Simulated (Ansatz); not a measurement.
**B₂H₄OSi: a ladder of functionals and wavefunction methods**

How much do the methods differ for B₂H₄OSi? The plan is to run it at one geometry with functionals of several rungs and with coupled cluster. The yardstick is the atomisation energy at the CCSD(T) limit.

Program: Ansatz 0.2.0, Gaussian basis. Level of theory: functionals in def2-TZVPP, the program's frozen cores in correlated methods. These are calculated values, not measurements.

The runs, in order: LDA (SPW92), PBE-D4, revPBE-D4, BLYP-D4, r2SCAN-D4, B97M-V, PBE0-D4, B3LYP-D4, r2SCANh-D4, r2SCAN0-D4, HSE06-D4, BHLYP-D4, CAM-B3LYP-D4, LC-ωPBE, ωB97X-V, ωB97M-V, B2PLYP, PBE-QIDH; CCSD(T)/def2-SVP; CCSD(T)/def2-TZVPP; MP2/def2-QZVPP; extrapolation to the limit; RPA on PBE.

1 further run of the same task is left out (it didn't finish).

### 1 The geometry

All runs share one geometry, relaxed beforehand with PBE0-D4 in a triple-zeta def2 set.

8 atoms, charge 0, spin multiplicity 1.

Atoms are counted from 1 here; the program's logs count them from 0.

Bond lengths: B1–Si2 1.952 Å, B1–H5 1.195 Å, B1–H6 1.194 Å, Si2–B3 1.935 Å, Si2–O4 1.774 Å, Si2–H7 1.482 Å, B3–O4 1.324 Å, B3–H8 1.189 Å. Angles: Si2–B1–H5 120.6°, Si2–B1–H6 120.0°, H5–B1–H6 119.1°, B1–Si2–B3 119.5°, B1–Si2–O4 116.0°, B1–Si2–H7 122.2°, B3–Si2–O4 41.5°, B3–Si2–H7 118.2°, O4–Si2–H7 109.2°, Si2–B3–O4 62.7°, Si2–B3–H8 163.5°, O4–B3–H8 133.8°, Si2–O4–B3 75.8°.

As a file:

```csv
atom,x (Å),y (Å),z (Å)
B1,-0.5995,1.4961,-0.3674
Si2,0.6426,-0.0014,-0.2119
B3,-0.0142,-1.7285,0.3634
O4,0.5336,-0.9502,1.2830
H5,-0.5945,2.1913,-1.3394
H6,-1.4550,1.6499,0.4520
H7,2.0639,0.1061,-0.6193
H8,-0.4847,-2.8203,0.3837
```

### 2 LDA

This LDA is Slater exchange with PW92 correlation.

in.yaml reads:

```yaml
crystal:
  periodic: [false, false, false]
  atoms:
    - {symbol: B, position_ang: [-0.599527, 1.496064, -0.367359]}
    - {symbol: Si, position_ang: [0.642577, -0.001443, -0.211902]}
    - {symbol: B, position_ang: [-0.014248, -1.728521, 0.363440]}
    - {symbol: O, position_ang: [0.533613, -0.950159, 1.283040]}
    - {symbol: H, position_ang: [-0.594453, 2.191250, -1.339412]}
    - {symbol: H, position_ang: [-1.455002, 1.649852, 0.451976]}
    - {symbol: H, position_ang: [2.063897, 0.106090, -0.619259]}
    - {symbol: H, position_ang: [-0.484654, -2.820332, 0.383677]}
basis:
  gaussian: {orbitals: def2-TZVPP}
hamiltonian: {xc: lda}
output: {orbitals: {seedname: orbitals}}
```

The run is started by

```
$ ansatz run in.yaml --threads 2 --pin off --events-out ev --progress --plain --max-ram 4352MiB
```

The runs that follow: PBE-D4 (GGA); revPBE-D4 (GGA); BLYP-D4 (GGA); r2SCAN-D4 (meta-GGA); B97M-V (meta-GGA); PBE0-D4 (hybrid); B3LYP-D4 (hybrid); r2SCANh-D4 (hybrid); r2SCAN0-D4 (hybrid); HSE06-D4 (hybrid); BHLYP-D4 (hybrid); CAM-B3LYP-D4 (range-separated); LC-ωPBE (range-separated); ωB97X-V (range-separated); ωB97M-V (range-separated); B2PLYP (double hybrid); PBE-QIDH (double hybrid); CCSD(T) in def2-SVP; CCSD(T) in def2-TZVPP; MP2 in def2-QZVPP; RPA on PBE orbitals.

Before running them: what should the planned runs give, taken together? Wanted: atomisation energy, CCSD(T)/CBS; farthest beyond LDA; mean size of error, GGA; mean size of error, meta-GGA; mean size of error, hybrid; mean size of error, range-separated; mean size of error, double hybrid; gap, smallest and largest; T1 diagnostic.

**Answer**, as computed:

| quantity | value |
| --- | --- |
| atomisation energy, CCSD(T)/CBS | 2799.7 kJ/mol |
| functionals within 14.0 kJ/mol (0.5 %) | revPBE-D4, r2SCAN0-D4, LC-ωPBE, B2PLYP, PBE-QIDH |
| farthest beyond LDA | PBE-D4 (+76.1 kJ/mol) |
| mean size of error, GGA | 35.5 kJ/mol |
| mean size of error, meta-GGA | 55.2 kJ/mol |
| mean size of error, hybrid | 26.1 kJ/mol |
| mean size of error, range-separated | 25.1 kJ/mol |
| mean size of error, double hybrid | 3.4 kJ/mol |
| gap, smallest and largest | 2.41 eV (LDA (SPW92)), 8.86 eV (LC-ωPBE) |
| T1 diagnostic | 0.0209 |
| triples share of the correlation energy | 4.2 % |

LDA overbinds by 415.9 kJ/mol (15 %). PBE-D4 misses by +76.1 kJ/mol. Double hybrids carry the basis error of their MP2 part in triple zeta, and no dispersion term here, so their miss is partly the set-up's. By mean error the best rung here is double hybrid (3.4 kJ/mol) and the worst beyond LDA is meta-GGA (55.2 kJ/mol). Misses under about 14.0 kJ/mol are within the doubt on the reference itself, which lacks core-valence correlation, relativity and higher excitations. Hartree-Fock recovers 75 % of the binding; the rest is correlation. CCSD(T) in def2-SVP is off by -151.4 kJ/mol, so the small basis spoils what the method gains. The gap grows from 2.4 to 8.9 eV across the functionals, mostly with the share of exact exchange. T1 = 0.021 passes the customary mark of 0.02 by a little.
